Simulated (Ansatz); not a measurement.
# MnS: the cost of one run

Method: DFT PBE, scalar-relativistic, plane waves, PAW, in Ansatz 0.2.0.

The COD entry's cell or inner coordinates are ideal or old and differ from later refinements, so a difference from it is no clean test against experiment.

Spin polarisation is switched off on purpose; where the compound carries moments, volume, stiffness and gap are then not the real material's.

## (1) The structure to begin with

Symmetry: Fm-3m, No. 225, cubic system. The conventional cell has a = 4.692 Å, b = 4.692 Å, c = 4.692 Å, α = 90.00°, β = 90.00°, γ = 90.00°. Mn (site symmetry m-3m) has 6 S at 2.35 Å as nearest neighbours. S (site symmetry m-3m) is surrounded by 6 Mn at 2.35 Å.

Structure file:

```
CELL_PARAMETERS angstrom
0.00000 2.34599 2.34599
2.34599 0.00000 2.34599
2.34599 2.34599 0.00000
ATOMIC_POSITIONS crystal
Mn 0.00000 0.00000 0.00000
S 0.50000 0.50000 0.50000
```

An earlier run at PBE left this cell at 12.912 Å³/atom and -0.01 GPa (12×12×12 mesh).

Volume factors to run: 0.980, 1.020, 0.960, 1.040.

## (2) At 0.980 of the relaxed volume

Contents of input.yaml:

```yaml
crystal:
  lattice:
    - [0.0, 2.3302473804, 2.3302473804]
    - [2.3302473804, 0.0, 2.3302473804]
    - [2.3302473804, 2.3302473804, 0.0]
  atoms:
    - { symbol: Mn, position: [0.0, 0.0, 0.0] }
    - { symbol: S, position: [0.5, 0.5, 0.5] }
basis:
  ecutwfc: 420
  ecutrho_ratio: 4
kpoints:
  mp_grid: { grid: [12, 12, 12] }
hamiltonian:
  xc: pbe
scf:
  occupations: { method: gaussian, width: 0.05 }
output:
  forces: true
  stress: true
  eigenvalues: true
```

Launch:

```bash
ansatz run input.yaml --threads 1 --pin off --max-ram 2560MiB --backend cpu --events-out ev --progress --plain --runs-dir out
```

Q: Estimate wall time and peak memory on 1 thread of Intel Xeon Platinum 8259CL at 2.50GHz (Skylake/Cascade Lake), shared host.

About 1.9 s, with a peak of 0.37 GiB.
